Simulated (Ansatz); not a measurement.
**BGeP (triplet): from Hartree-Fock to the top rungs, cc-pVTZ**

The task here is to estimate one member of a computed series from the others.

Computed with Ansatz 0.2.0, Gaussian basis. Level: cc-pVTZ, core rule «outside noble gas», up to 20 orbitals frozen.

Plan: UHF; CCSD(T) on ROHF; CCSD(T) on UHF; BCCD(T) on ROHF; CCSDT(Q) on ROHF; CCSDT(Q) on UHF; CASSCF and NEVPT2, 12 electrons in 12 orbitals.

4 further runs of the same task are left out: 4 set aside as unsound or not needed.

### The geometry

The geometry is a PBE0/def2-TZVP stationary point (not a proven minimum) of the parent state, kept for this charge and spin. No spin-orbit coupling is included. The filled d shell of Ge may be among the frozen orbitals whatever the setting's name suggests; the logs give the count.

3 atoms, charge 0, spin multiplicity 3.

Atoms are counted from 1 here; the program's logs count them from 0.

Bond lengths: B1–Ge2 1.927 Å, B1–P3 1.711 Å, Ge2–P3 2.563 Å. Angles: Ge2–B1–P3 89.4°, B1–Ge2–P3 41.9°, B1–P3–Ge2 48.8°.

Coordinates:

```xyz
3
charge 0, multiplicity 3
B     0.00000   -1.12771   -0.67228
Ge    0.00000    0.07309    0.83503
P     0.00000    0.22221   -1.72368
```

The first run:

The input, in.yaml:

```yaml
crystal:
  periodic: [false, false, false]
  atoms:
    - {symbol: B, position_ang: [0.000000, -1.127712, -0.672282]}
    - {symbol: Ge, position_ang: [0.000000, 0.073087, 0.835035]}
    - {symbol: P, position_ang: [0.000000, 0.222209, -1.723681]}
basis:
  gaussian: {orbitals: cc-pVTZ}
magnetization: {spin_polarized: true, initial_magnetization: 2}
hamiltonian: {xc: hf}
output: {orbitals: {seedname: orbitals}}
```

Command:

```console
ansatz run in.yaml --threads 1 --pin off --events-out ev --progress --plain --max-ram 4096MiB --backend cpu
```

Among the steps run: UHF; CCSD(T) on ROHF; CCSD(T) on UHF; BCCD(T) on ROHF; CCSDT(Q) on ROHF; CCSDT(Q) on UHF; CASSCF and NEVPT2, 12 electrons in 12 orbitals.

One table of the session follows, with a row left open; its other results are not shown here.

```
        method  from RCCSDT(Q) (meV)
          ROHF               +9804.9
           UHF               +9448.8
          RMP2               +1375.5
          UMP2               +1826.6
         RCCSD                +814.1
         UCCSD                +814.7
      RCCSD(T)                +106.5
      UCCSD(T)                +139.8
       BCCD(T)                +102.9
        RCCSDT                 +79.4
        UCCSDT                     ?
     RCCSDT(Q)                     0
     UCCSDT(Q)                  -9.5
CASSCF valence               +6338.1
NEVPT2 valence               +1318.7
```

Q: Estimate the row for UCCSDT from the others.

**Answer.** from RCCSDT(Q) (meV): +76.7. In the column «from RCCSDT(Q) (meV)» it lies between RCCSDT(Q) (0) and RCCSDT (+79.4).

Limits of these values: Warnings: spin contamination; large T1 diagnostic. Restricted and unrestricted rows rest on different reference determinants; where their highest levels disagree by more than a few hundredths of an eV, they describe different states and don't form one ladder.
